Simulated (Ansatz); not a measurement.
# P: the cost of one run

Computed with Ansatz 0.2.0 (DFT r2SCAN, scalar-relativistic, plane waves, PAW, unless a step's input says otherwise).

2 further runs of the same task are left out: 2 that didn't finish.

## Step 1: The system as given

The structure is orthorhombic, space group Imma (No. 74). Conventional cell: a = 3.383 Å, b = 5.030 Å, c = 3.718 Å, α = 90.00°, β = 90.00°, γ = 90.00°. Around P (site symmetry mm2) lie 4 P at 2.24 to 2.55 Å.

Coordinates:

```
CELL_PARAMETERS angstrom
-1.69151 2.51517 1.85894
1.69151 -2.51517 1.85894
1.69151 2.51517 -1.85894
ATOMIC_POSITIONS crystal
P 0.80331 0.05331 0.75000
P 0.19669 0.94669 0.25000
```

The structure comes from the Materials Project (structure only).

## Step 2: Quick check of gap, pressure and forces

Input file input.yaml:

```yaml
crystal:
  lattice:
    - [-1.6915100431, 2.5151650373, 1.8589441358]
    - [1.6915100431, -2.5151650373, 1.8589441358]
    - [1.6915100431, 2.5151650373, -1.8589441358]
  atoms:
    - { symbol: P, position: [0.80330911, 0.05330911, 0.75] }
    - { symbol: P, position: [0.19669089, 0.94669089, 0.25] }
basis:
  ecutwfc: 500
kpoints:
  mp_grid: { grid: [8, 8, 8] }
hamiltonian:
  xc: r2scan
scf:
  occupations: { method: gaussian, width: 0.1 }
output:
  forces: true
  stress: true
  eigenvalues: true
```

Started as:

```console
$ ansatz run input.yaml --threads 1 --pin off --max-ram 2560MiB --backend cpu --events-out ev --progress --plain --runs-dir out
```

**Question.** How long does this run take on 1 thread of Intel Xeon Platinum 8259CL at 2.50GHz (Skylake/Cascade Lake), shared host, and how much memory does it need?

About 5.5 s, with a peak of 0.44 GiB.
